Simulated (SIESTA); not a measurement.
Ta2CN, 8 atoms in the cell. It takes space group I4_1/amd (No. 141, tetragonal). Conventional cell: a = 4.447 Å, b = 4.447 Å, c = 8.975 Å, α = 90.00°, β = 90.00°, γ = 90.00°. Ta (site symmetry 2mm) is surrounded by 3 C at 2.16 to 2.23 Å and 3 N at 2.23 to 2.33 Å. N (site symmetry -4m2) has 6 Ta at 2.23 to 2.33 Å as nearest neighbours. C (site symmetry -4m2) has 6 Ta at 2.16 to 2.23 Å as nearest neighbours. The cell comes from a database or a generator and needn't be the stable form of this composition.

```yaml
Program: SIESTA 5.4.2
Task: single point
Functional: PBEsol
Potentials_or_basis: PseudoDojo 0.4 standard (PBEsol files)
Basis: DZP (energy shift 0.003 Ry; two zetas on semicore shells)
Grid_cutoff: 800 Ry
Energy_shift: 0.003 Ry
k_mesh: 8 × 8 × 8
Occupations: fermi-dirac, width 0.05 eV
Spin: no spin polarisation
```

Potentials or basis: PseudoDojo 0.4 standard (PBEsol files), DZP (energy shift 0.003 Ry; two zetas on semicore shells).

The run is started by

```sh
$ siesta < Ta2CN.fdf > Ta2CN.out 2>&1
```

Hardware: 1 thread of Arm Neoverse V2 (shared host).

How long does it take, and how much memory?

It took 4.8 min on 1 thread of Arm Neoverse V2 (shared host), peak memory 0.74 GiB. Counts: scf iterations 11, k points 296, bands 144.
